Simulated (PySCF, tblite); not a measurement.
# C₅H₉BO₂S: geometry, infrared bands and NMR shifts

Aim: predict the infrared bands and NMR shifts of C₅H₉BO₂S (`CS[B@-]1(C)OC=CC=[O+]1`).

The runs use tblite 0.8.0 and PySCF 2.14.0, with density-fitted response routines of our own; the level of theory stands in each step. All values are computed, except where a source is named. Atoms are numbered from 0 throughout.

## 1. Starting geometry

18 atoms, charge 0, multiplicity 1; geometry from: force field or distance geometry start.

Bonds of the start (Å): C0–S1 1.82, S1–B2 1.89, B2–C3 1.60, B2–O4 1.51, O4–C5 1.40, C5–C6 1.33, C6–C7 1.48, C7–O8 1.28, O8–B2 1.51, C0–H9 1.11, C0–H10 1.10, C0–H11 1.12, C3–H12 1.11, C3–H13 1.12, C3–H14 1.10, C5–H15 1.07, C6–H16 1.08, C7–H17 1.08.

## 2. Relaxing the molecule with GFN2-xTB

The job: settings as JSON, then the geometry in Å.

```
{"job": {"kind": "relax", "xc": "GFN2-xTB", "basis": "xTB"}, "charge": 0, "multiplicity": 1}
C      2.416100     0.496100     0.726100
S      2.027200    -1.095100    -0.073300
B      0.180600    -0.777000    -0.309200
C     -0.494500    -2.039500    -1.029500
O     -0.022600     0.429900    -1.189400
C     -0.974700     1.417700    -0.911500
C     -1.612800     1.427200     0.253200
C     -1.293900     0.401700     1.268900
O     -0.489900    -0.559000     1.027800
H      2.165000     1.336100     0.044300
H      3.487100     0.533100     0.964100
H      1.830000     0.605900     1.672100
H     -1.583700    -1.865400    -1.161700
H     -0.357100    -2.946900    -0.386300
H     -0.018900    -2.215200    -2.005000
H     -1.171100     2.193800    -1.625700
H     -2.334200     2.202700     0.482400
H     -1.761500     0.460000     2.241000
```

The run is started by

```
$ OMP_NUM_THREADS=1 python probes_run.py task.json out
```

One launch serves the whole session: the jobs run in the order shown.

**Question.** This job is followed by: GFN2-xTB harmonic vibrations, gas phase; GIAO PBE0/pcSseg-1 NMR shielding, non-relativistic, gas phase. Predict these results of the whole session: strongest single infrared mode (GFN2-xTB); zero-point energy (GFN2-xTB); 13C shifts against TMS (PBE0/pcSseg-1, means over atoms taken as alike); 1H shifts against TMS (PBE0/pcSseg-1, means over atoms taken as alike); 33S shifts against CS2 (PBE0/pcSseg-1); 11B shifts against BF3·OEt2 (PBE0/pcSseg-1); 17O shifts against H2O (PBE0/pcSseg-1, means over atoms taken as alike).

The runs gave:

| quantity | value |
| --- | --- |
| strongest single infrared mode (GFN2-xTB) | 1430 cm⁻¹, 430 km/mol |
| zero-point energy (GFN2-xTB) | 84.6 kcal/mol |
| 13C shifts against TMS (PBE0/pcSseg-1, means over atoms taken as alike) | 179.3, 106.8, 26.5, 7.0 ppm |
| 1H shifts against TMS (PBE0/pcSseg-1, means over atoms taken as alike) | 7.69, 5.30, 1.81, 0.38 ppm |
| 33S shifts against CS2 (PBE0/pcSseg-1) | 117 ppm |
| 11B shifts against BF3·OEt2 (PBE0/pcSseg-1) | 8.0 ppm |
| 17O shifts against H2O (PBE0/pcSseg-1, means over atoms taken as alike) | 269.5 ppm |

In words: Relaxing lowered the energy by 0.810 eV in 69 steps; the close pair that moved most is O4–C5, from 1.400 to 1.276 Å. All 48 modes are real, so the xTB geometry is a minimum. The strongest single mode, at 1430 cm⁻¹, moves mainly C6. GFN2-xTB is a fitted tight-binding method: band positions and strengths are rough. Its intensities can rank the bands wrongly. C5, C7 (mean) (alkene carbon bearing oxygen) lies farthest downfield among carbon, at 179.3 ppm; an sp2 carbon further deshielded by the attached heteroatom. The most deshielded hydrogen is H15, H17 (mean) (hydrogen on an alkene carbon bearing oxygen), at 7.69 ppm: olefinic region. At PBE0/pcSseg-1: The largest span, 714 ppm, is at S1, where the paramagnetic term is -671 ppm.
